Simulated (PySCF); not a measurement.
# C3H9NSi (SMILES CC(C)[Si]N): levels of theory compared

We compute a comparison of 6 runs (HF/STO-3G, HF/3-21G, B3LYP/6-31G*, PBE0/def2-SVP, r2SCAN/def2-SVP) of C3H9NSi. 

Program for the calculation: PySCF 2.14.0.

## Step 1: Starting point

The species is C3H9NSi (14 atoms), meant as a singlet with charge 0. As SMILES, `CC(C)[Si]N`. The shape is that of a PBE0-D4/def2-TZVP optimisation. This is one conformer, not always the lowest.

Bond lengths: C1–C2 1.520 Å, C2–C3 1.531 Å, C2–Si4 1.926 Å, Si4–N5 1.707 Å, C1–H6 1.096 Å, C1–H7 1.094 Å, C1–H8 1.096 Å, C2–H9 1.102 Å, C3–H10 1.095 Å, C3–H11 1.094 Å, C3–H12 1.095 Å, N5–H13 1.010 Å, N5–H14 1.008 Å. Some angles: C1–C2–C3 111.4°, C1–C2–Si4 118.5°, C3–C2–Si4 107.7°, C2–Si4–N5 100.8°, C1–C2–H9 108.5°, C3–C2–H9 107.0°, Si4–C2–H9 102.9°, C2–C1–H6 111.4°, C2–C1–H7 112.2°, C2–C1–H8 111.3°.

## Step 2: Energy and forces at HF/STO-3G (run 1)

File input.py:

```python
from pyscf import gto

mol = gto.M(
    atom='''
C     -1.991015    -0.444842     1.265361
C      0.628145     0.677845     0.911982
C      2.693616    -1.217362     1.630078
Si     1.493451     2.085880    -2.330410
N     -1.193551     1.450743    -3.999227
H     -2.272018    -1.112860     3.204598
H     -3.488812     0.924832     0.873053
H     -2.281844    -2.079455     0.028535
H      0.825243     2.306978     2.193594
H      2.606688    -2.904698     0.435015
H      4.588444    -0.416496     1.422964
H      2.488391    -1.845318     3.590858
H     -2.757110     0.575800    -3.341414
H     -1.364382     1.944150    -5.830750
''',
    verbose=3,
    basis='sto-3g',
    unit='bohr',
    max_memory=1860,
)

calc0 = mol.RHF()
calc0.conv_tol = 1e-10
calc0.kernel()
if not calc0.converged:
    calc0 = calc0.newton().run(calc0.mo_coeff, calc0.mo_occ)

e_tot = calc0.e_tot
print('E(%s) = %.9f' % ('HF', e_tot))
grad = calc0.nuc_grad_method().kernel()
calc0.analyze()
```

On the command line:

```sh
$ OMP_NUM_THREADS=1 python input.py
```

The program printed:

```text
converged SCF energy = -456.793374662059
E(HF) = -456.793374662
--------------- RHF gradients ---------------
         x                y                z
0 C     0.0207496441     0.0139014400    -0.0073707775
1 C    -0.0097107796    -0.0303325370     0.0118404053
2 C    -0.0103478508     0.0161833564    -0.0082739452
3 Si     0.0099328783     0.0012972197     0.0108211670
4 N    -0.0241675441    -0.0028102420    -0.0242011743
5 H    -0.0009162195    -0.0025415633     0.0057136430
6 H    -0.0053794013     0.0038404802    -0.0007641876
7 H    -0.0003403787    -0.0063541413    -0.0041094838
8 H     0.0030005908     0.0107606050     0.0021950692
9 H    -0.0002529247    -0.0051640368    -0.0041071954
10 H     0.0066015758     0.0010119743    -0.0008972647
11 H    -0.0016582980    -0.0012122989     0.0062030732
12 H     0.0079795921     0.0025937051     0.0038330156
13 H     0.0045091155    -0.0011739614     0.0091176552
----------------------------------------------
**** MO energy ****
MO #1   energy= -67.8875030674209  occ= 2
MO #2   energy= -15.236760243209   occ= 2
MO #3   energy= -11.0185450731479  occ= 2
MO #4   energy= -11.0184571696516  occ= 2
MO #5   energy= -10.9661609532017  occ= 2
MO #6   energy= -5.8870084527732   occ= 2
MO #7   energy= -3.90517557539427  occ= 2
MO #8   energy= -3.90424928281837  occ= 2
MO #9   energy= -3.90296829443918  occ= 2
MO #10  energy= -1.04986460910332  occ= 2
MO #11  energy= -0.99117547749261  occ= 2
MO #12  energy= -0.879056510636129 occ= 2
MO #13  energy= -0.743409059483678 occ= 2
MO #14  energy= -0.603438975307248 occ= 2
MO #15  energy= -0.580439653988276 occ= 2
MO #16  energy= -0.561466363155219 occ= 2
MO #17  energy= -0.527924824045354 occ= 2
MO #18  energy= -0.508607617670841 occ= 2
MO #19  energy= -0.488587200208662 occ= 2
MO #20  energy= -0.427817487590245 occ= 2
MO #21  energy= -0.420993201367426 occ= 2
MO #22  energy= -0.351192755014873 occ= 2
MO #23  energy= -0.321197286646092 occ= 2
MO #24  energy= -0.212521953812648 occ= 2
MO #25  energy= 0.273261371522266  occ= 0
MO #26  energy= 0.499905548021732  occ= 0
MO #27  energy= 0.565207961641394  occ= 0
MO #28  energy= 0.633859494036505  occ= 0
MO #29  energy= 0.68602287496874   occ= 0
MO #30  energy= 0.6875459997076    occ= 0
MO #31  energy= 0.719967385157126  occ= 0
MO #32  energy= 0.732165130295003  occ= 0
MO #33  energy= 0.756878721156236  occ= 0
MO #34  energy= 0.779375404254749  occ= 0
MO #35  energy= 0.796959919720715  occ= 0
MO #36  energy= 0.806851345081576  occ= 0
MO #37  energy= 0.81665829373221   occ= 0
MO #38  energy= 0.832087891075886  occ= 0
 ** Mulliken atomic charges  **
charge of    0C =     -0.10278
charge of    1C =     -0.17816
charge of    2C =     -0.10235
charge of    3Si =      0.46455
charge of    4N =     -0.42467
charge of    5H =      0.02315
charge of    6H =      0.02109
charge of    7H =      0.01999
charge of    8H =      0.00561
charge of    9H =      0.01810
charge of   10H =      0.02328
charge of   11H =      0.02315
charge of   12H =      0.10600
charge of   13H =      0.10302
Dipole moment(X, Y, Z, Debye): -0.58655,  0.14766, -0.80780
```

Run time: 6.9 s. Hardware: 1 thread of Intel Xeon at 2.50GHz (Skylake/Cascade Lake), shared host; peak memory 0.12 GiB.

## Step 3: Energy and forces at HF/3-21G (run 2)

File run.py:

```python
import pyscf.grad
from pyscf import gto, scf

molecule = gto.Mole()
molecule.atom = '''
C     -1.991015    -0.444842     1.265361
C      0.628145     0.677845     0.911982
C      2.693616    -1.217362     1.630078
Si     1.493451     2.085880    -2.330410
N     -1.193551     1.450743    -3.999227
H     -2.272018    -1.112860     3.204598
H     -3.488812     0.924832     0.873053
H     -2.281844    -2.079455     0.028535
H      0.825243     2.306978     2.193594
H      2.606688    -2.904698     0.435015
H      4.588444    -0.416496     1.422964
H      2.488391    -1.845318     3.590858
H     -2.757110     0.575800    -3.341414
H     -1.364382     1.944150    -5.830750
'''
molecule.max_memory = 1860
molecule.verbose = 3
molecule.unit = 'bohr'
molecule.basis = '3-21g'
molecule.build()

calc0 = scf.RHF(molecule)
calc0.conv_tol = 1e-10
calc0.kernel()
if not calc0.converged:
    calc0 = calc0.newton().run(calc0.mo_coeff, calc0.mo_occ)

etot = calc0.e_tot
print(f'total energy: {etot:.8f} hartree')
grad = calc0.Gradients().kernel()
dip = calc0.dip_moment()
pop, q = calc0.mulliken_pop()
```

On the command line:

```sh
$ OMP_NUM_THREADS=1 python run.py
```

The program printed:

```text
converged SCF energy = -459.752771707362
total energy: -459.75277171 hartree
--------------- RHF gradients ---------------
         x                y                z
0 C     0.0150364990     0.0087821864    -0.0032333310
1 C    -0.0025826202    -0.0142122317    -0.0103797447
2 C    -0.0118101061     0.0134027396    -0.0065234918
3 Si    -0.0125993352    -0.0069429304     0.0046532219
4 N     0.0186387852     0.0038038334     0.0124385541
5 H    -0.0017562991    -0.0025125995     0.0049874944
6 H    -0.0045583671     0.0033461112    -0.0008615675
7 H    -0.0012406552    -0.0048719872    -0.0029433613
8 H     0.0012189119     0.0059656809     0.0014812912
9 H     0.0003491480    -0.0041902367    -0.0029447978
10 H     0.0054793428     0.0015081223    -0.0010045230
11 H    -0.0002214391    -0.0020377459     0.0055433629
12 H    -0.0058746526    -0.0034732291     0.0033814602
13 H    -0.0000792124     0.0014322868    -0.0045945676
----------------------------------------------
Dipole moment(X, Y, Z, Debye): -1.99035, -0.74046, -0.20790
 ** Mulliken pop  **
pop of  0 C 1s            1.98827
pop of  0 C 2s            0.35307
pop of  0 C 3s            1.10892
pop of  0 C 2px           0.53633
pop of  0 C 2py           0.53564
pop of  0 C 2pz           0.53866
pop of  0 C 3px           0.40457
pop of  0 C 3py           0.52046
pop of  0 C 3pz           0.56592
pop of  1 C 1s            1.98943
pop of  1 C 2s            0.32408
pop of  1 C 3s            1.18710
pop of  1 C 2px           0.51520
pop of  1 C 2py           0.51345
pop of  1 C 2pz           0.55080
pop of  1 C 3px           0.39459
pop of  1 C 3py           0.54640
pop of  1 C 3pz           0.75346
pop of  2 C 1s            1.98827
pop of  2 C 2s            0.35161
pop of  2 C 3s            1.11217
pop of  2 C 2px           0.53816
pop of  2 C 2py           0.53066
pop of  2 C 2pz           0.53768
pop of  2 C 3px           0.46339
pop of  2 C 3py           0.47674
pop of  2 C 3pz           0.56422
pop of  3 Si 1s           1.99875
pop of  3 Si 2s           1.97891
pop of  3 Si 3s           0.73324
pop of  3 Si 4s           0.88549
pop of  3 Si 2px          1.95600
pop of  3 Si 2py          1.94952
pop of  3 Si 2pz          1.95314
pop of  3 Si 3px          0.45618
pop of  3 Si 3py          0.25120
pop of  3 Si 3pz          0.39002
pop of  3 Si 4px          0.27582
pop of  3 Si 4py          0.19354
pop of  3 Si 4pz          0.07184
pop of  4 N 1s            1.98694
pop of  4 N 2s            0.35645
pop of  4 N 3s            1.33634
pop of  4 N 2px           0.59750
pop of  4 N 2py           0.64802
pop of  4 N 2pz           0.57403
pop of  4 N 3px           0.83516
pop of  4 N 3py           1.00382
pop of  4 N 3pz           0.75881
pop of  5 H 1s            0.46634
pop of  5 H 2s            0.33065
pop of  6 H 1s            0.47074
pop of  6 H 2s            0.34312
pop of  7 H 1s            0.46932
pop of  7 H 2s            0.34729
pop of  8 H 1s            0.45659
pop of  8 H 2s            0.31852
pop of  9 H 1s            0.46900
pop of  9 H 2s            0.34231
pop of  10 H 1s           0.46767
pop of  10 H 2s           0.32367
pop of  11 H 1s           0.46665
pop of  11 H 2s           0.32930
pop of  12 H 1s           0.43670
pop of  12 H 2s           0.22033
pop of  13 H 1s           0.44004
pop of  13 H 2s           0.22177
 ** Mulliken atomic charges  **
charge of    0C =     -0.55186
charge of    1C =     -0.77452
charge of    2C =     -0.56290
charge of    3Si =      0.90635
charge of    4N =     -1.09706
charge of    5H =      0.20301
charge of    6H =      0.18613
charge of    7H =      0.18339
charge of    8H =      0.22489
charge of    9H =      0.18869
charge of   10H =      0.20866
charge of   11H =      0.20406
charge of   12H =      0.34297
charge of   13H =      0.33819
```

Run time: 8.7 s. Hardware: 1 thread of Intel Xeon at 2.50GHz (Skylake/Cascade Lake), shared host; peak memory 0.14 GiB.

Runs 3 to 5 aren't shown in full; the table further down has their settings and results.

## Step 4: Energy and gradient at r2SCAN/def2-SVP (run 6)

File run.py:

```python
from pyscf import gto, dft

system = gto.M(
    atom='''
C     -1.991015    -0.444842     1.265361
C      0.628145     0.677845     0.911982
C      2.693616    -1.217362     1.630078
Si     1.493451     2.085880    -2.330410
N     -1.193551     1.450743    -3.999227
H     -2.272018    -1.112860     3.204598
H     -3.488812     0.924832     0.873053
H     -2.281844    -2.079455     0.028535
H      0.825243     2.306978     2.193594
H      2.606688    -2.904698     0.435015
H      4.588444    -0.416496     1.422964
H      2.488391    -1.845318     3.590858
H     -2.757110     0.575800    -3.341414
H     -1.364382     1.944150    -5.830750
''',
    unit='bohr',
    spin=0,
    verbose=4,
    basis='def2-svp',
    max_memory=1860,
)

myscf = dft.RKS(system, xc='r2scan')
myscf.conv_tol = 1e-10
myscf.grids.level = 5
myscf.kernel()
if not myscf.converged:
    myscf = myscf.newton().run(myscf.mo_coeff, myscf.mo_occ)

etot = myscf.e_tot
print('E(%s) = %.9f' % ('R2SCAN', etot))
grad = myscf.nuc_grad_method().kernel()
dip = myscf.dip_moment()
pop, q = myscf.mulliken_pop()
```

On the command line:

```sh
$ OMP_NUM_THREADS=1 python run.py
```

The program printed:

```text
PySCF version 2.14.0

[... 89 lines left out ...]
converged SCF energy = -463.615064983718
[... 13 lines left out ...]
Dipole moment(X, Y, Z, Debye): -2.08765, -0.76763, -0.22940
[... 95 lines left out ...]
pop of  9 H 1s            0.74483
pop of  9 H 2s            0.19666
pop of  9 H 2px           0.00560
pop of  9 H 2py           0.01142
pop of  9 H 2pz           0.00883
pop of  10 H 1s           0.74201
pop of  10 H 2s           0.18590
pop of  10 H 2px          0.01305
pop of  10 H 2py          0.00694
pop of  10 H 2pz          0.00616
pop of  11 H 1s           0.74404
pop of  11 H 2s           0.19789
pop of  11 H 2px          0.00561
pop of  11 H 2py          0.00651
pop of  11 H 2pz          0.01384
pop of  12 H 1s           0.70345
pop of  12 H 2s           0.11901
pop of  12 H 2px          0.01925
pop of  12 H 2py          0.01518
pop of  12 H 2pz          0.01313
pop of  13 H 1s           0.70772
pop of  13 H 2s           0.09531
pop of  13 H 2px          0.01102
pop of  13 H 2py          0.01342
pop of  13 H 2pz          0.02312
 ** Mulliken atomic charges  **
charge of    0C =     -0.01204
charge of    1C =     -0.41425
charge of    2C =     -0.03126
charge of    3Si =      0.28042
charge of    4N =     -0.35439
charge of    5H =      0.03035
charge of    6H =      0.02858
charge of    7H =      0.02454
charge of    8H =      0.05797
charge of    9H =      0.03265
charge of   10H =      0.04593
charge of   11H =      0.03210
charge of   12H =      0.12999
charge of   13H =      0.14941
```

Wall time 3.1 min (1 thread of Intel Xeon at 2.50GHz (Skylake/Cascade Lake), shared host); peak memory 1.3 GiB.

## Step 5: The series

```csv
run,level,integration grid,Cartesian functions,energy (Eh),dipole moment (D),HOMO energy (eV),LUMO energy (eV),wall time
1,HF/STO-3G,–,no,-456.793375,1.01,-5.78,7.44,6.9 s
2,HF/3-21G,–,no,-459.752772,2.13,-8.10,2.50,8.7 s
3,B3LYP/6-31G* (spherical functions),5,no,-463.970137,2.18,-5.50,-0.99,1.8 min
4,B3LYP/6-31G* (Cartesian functions),5,yes,-463.975106,2.17,-5.50,-0.99,1.9 min
5,PBE0/def2-SVP,5,no,-463.421550,2.14,-5.78,-0.88,2 min
6,r2SCAN/def2-SVP,5,no,-463.615065,2.24,-4.92,-1.62,3.1 min
```

## Step 6: Summary of results

| quantity | value |
| --- | --- |
| run 6: total energy | -463.61506 Eh |
| run 6: dipole moment | 2.24 D |
| run 6: HOMO energy | -4.92 eV |
| run 6: LUMO energy | -1.62 eV |
| run 6: HOMO–LUMO gap | 3.30 eV |
| run 6: largest force on an atom | 0.500 eV/Å |

The dipole moment (its size) runs from 1.01 D (HF/STO-3G) to 2.24 D (r2SCAN/def2-SVP). The two ends differ in method and basis. The HOMO–LUMO gap runs from 3.30 eV (r2SCAN/def2-SVP) to 13.22 eV (HF/STO-3G). Totals of different functionals can't be ranked against each other. In run 1 the basis is minimal, so the values are rough. All runs together took 9 min, the longest 3.1 min.
